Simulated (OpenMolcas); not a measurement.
# Rh⁵⁺ among point charges: CASSCF and CASPT2 levels and susceptibility

Aim: the splitting of the states of Rh⁵⁺ in the field of 2 point charges, its lowest levels with spin-orbit coupling and its magnetic susceptibility.

Method: state-averaged CASSCF and CASPT2, spin-orbit coupling by RASSI with atomic mean-field integrals. Code: OpenMolcas 26.06.

## 1. What is computed

| Item | Value |
| --- | --- |
| Species | Rh⁵⁺ (rhodium, Z = 45, 40 electrons) |
| Basis | ANO-RCC-VDZP [6s5p3d1f], 43 functions |
| Scalar Hamiltonian | DKH2, point nucleus |
| Inactive shells | 1s 2s 2p 3s 3p 3d 4s 4p |
| Active space | 4 electrons in 5 orbitals (4d) |
| Some configurations of this space | 4d4 |
| Orbitals | optimised for each spin and parity, averaged over all roots |

The outer shells:

4d4
```
4d [↑ ][↑ ][↑ ][↑ ][  ]
```

The ion sits among 2 point charges of -2 e arranged as a linear pair (D∞h), 2.24 Å from the ion.

Each step is its own input file, run in one work folder so that later steps find the files of earlier ones. Labels, J, g values, rates, χT and fits are worked out afterwards by a script from the matrices that RASSI stores. The input lists half of the charges; inversion (Group=XYZ) makes the rest.

## 2. GATEWAY and SEWARD: basis and integrals

Contents of a.inp:

```
&GATEWAY
Coord
1

Rh 0.0 0.0 0.0
Basis=ANO-RCC-VDZP
Group=XYZ
NoMove
AngMom=0.0 0.0 0.0
AMFI
XField
1 Angstrom 0
0.000000 0.000000 2.240000 -2.000000
&SEWARD
```

Started as:

```sh
$ OMP_NUM_THREADS=1 MOLCAS_MEM=1689 MOLCAS_PROJECT=a pymolcas a.inp > a.log
```

## 3. Reference wave functions, quintets of even parity, 5 roots

Contents of a.inp:

```
&RASSCF
FileOrb=start.orb
Symmetry=1
Spin=5
nActEl=4 0 0
Inactive=9 9
Ras2=5 0
CIRoot=5 5 1
SDav=5
CIMx=300
Iter=120 100
PrWF=0.3
OrbListing=Nothing
MaxOrb=0
>>> COPY $Project.JobIph JOB001
```

start.orb holds the contracted functions of the basis, ordered by shell, or the orbitals of the step before.

## 4. Reference wave functions, triplets of even parity, 45 roots

Contents of a.inp:

```
&RASSCF
FileOrb=start.orb
Symmetry=1
Spin=3
nActEl=4 0 0
Inactive=9 9
Ras2=5 0
CIRoot=45 45 1
SDav=45
CIMx=300
Iter=120 100
PrWF=0.3
OrbListing=Nothing
MaxOrb=0
>>> COPY $Project.JobIph JOB002
```

## 5. Reference wave functions, singlets of even parity, 50 roots

Contents of a.inp:

```
&RASSCF
FileOrb=start.orb
Symmetry=1
Spin=1
nActEl=4 0 0
Inactive=9 9
Ras2=5 0
CIRoot=50 50 1
SDav=50
CIMx=300
Iter=120 100
PrWF=0.3
OrbListing=Nothing
MaxOrb=0
>>> COPY $Project.JobIph JOB003
```

## 6. State interaction with spin-orbit coupling

Contents of a.inp:

```
&RASSI
NrOfJobIphs=3 5 45 50
1 2 3 4 5
1 2 3 4 5 6 7 8 9 10 11 12 13 14 15 16 17 18 19 20 21 22 23 24 25 26 27
28 29 30 31 32 33 34 35 36 37 38 39 40 41 42 43 44 45
1 2 3 4 5 6 7 8 9 10 11 12 13 14 15 16 17 18 19 20 21 22 23 24 25 26 27
28 29 30 31 32 33 34 35 36 37 38 39 40 41 42 43 44 45 46 47 48 49 50
IphNames
JOB001
JOB002
JOB003
EJob
SpinOrbit
DIPRint=1.0
SOCoupling=1000.0
Subsets=2
Property=9
'ANGMOM' 1 'ANGMOM' 2 'ANGMOM' 3 'MLTPL  1' 1 'MLTPL  1' 2 'MLTPL  1' 3
'AMFI' 1 'AMFI' 2 'AMFI' 3
SOProperty=3
'ANGMOM' 1 'ANGMOM' 2 'ANGMOM' 3
```

## 7. CASPT2: IPEA 0.25, imaginary shift 0.1 (closed shells correlated: 4s 4p)

Contents of a.inp:

```
>>> COPY JOB001 $Project.JobIph
&CASPT2
Multistate=5 1 2 3 4 5
NoMult
Frozen=8 6
IPEA=0.25
Imaginary=0.1
MaxIter=60
WThr=0.0 0.3 0.05
PrWF=0.5
NoMix
>>> COPY JOB002 $Project.JobIph
&CASPT2
Multistate=45 1 2 3 4 5 6 7 8 9 10 11 12 13 14 15 16 17 18 19 20 21 22
23 24 25 26 27 28 29 30 31 32 33 34 35 36 37 38 39 40 41 42 43 44 45
NoMult
Frozen=8 6
IPEA=0.25
Imaginary=0.1
MaxIter=60
WThr=0.0 0.3 0.05
PrWF=0.5
NoMix
>>> COPY JOB003 $Project.JobIph
&CASPT2
Multistate=50 1 2 3 4 5 6 7 8 9 10 11 12 13 14 15 16 17 18 19 20 21 22
23 24 25 26 27 28 29 30 31 32 33 34 35 36 37 38 39 40 41 42 43 44 45 46
47 48 49 50
NoMult
Frozen=8 6
IPEA=0.25
Imaginary=0.1
MaxIter=60
WThr=0.0 0.3 0.05
PrWF=0.5
NoMix
```

(Steps that only read results are left out.)

Before running it: what results should come out? Wanted: spin-free ground state; first state of the same spin within the active space; lowest level; next level.

**Answer**, as computed:

| quantity | value |
| --- | --- |
| method | SS-CASPT2, IPEA 0.25, imaginary shift 0.1 (closed shells correlated: 4s 4p) |
| spin-free ground state | 5Sigma, 1-fold in its orbital part |
| first state of the same spin within the active space | 5Pi at 4000 cm⁻¹ |
| lowest level | 1-fold |
| next level | 222.3 cm⁻¹ |
| χT at 300 K | 1.49 cm³ K/mol |
| effective moment at 300 K | 3.45 μB |

Cost by method:

```
                                              method  time of its own steps  time with the reference
                                           A. CASSCF                   34 s                     34 s
B. SS-CASPT2, IPEA 0.25, imaginary shift 0.1, +4s 4p                  9.2 s                     43 s
```

Times are of one thread on a shared host.

**Reading.** The spin-free ground state (5Sigma) comes to 100 % from free-ion D terms and keeps the highest spin of the shell. χT at 300 K is 1.49, against 3.01 cm³ K/mol for the spin alone, so spin-orbit coupling lowers it. An active space of the d shell alone favours high spin; real ions in strong fields can be low spin. CASPT2 does not keep the components of a term degenerate, and the means are used. The field of point charges can differ much from that of real complexes. With metal d orbitals alone active, the gaps between spin states are rough; where two lie within a few thousand cm-1, their order is open. This is an electrostatic model: the charges have no orbitals.
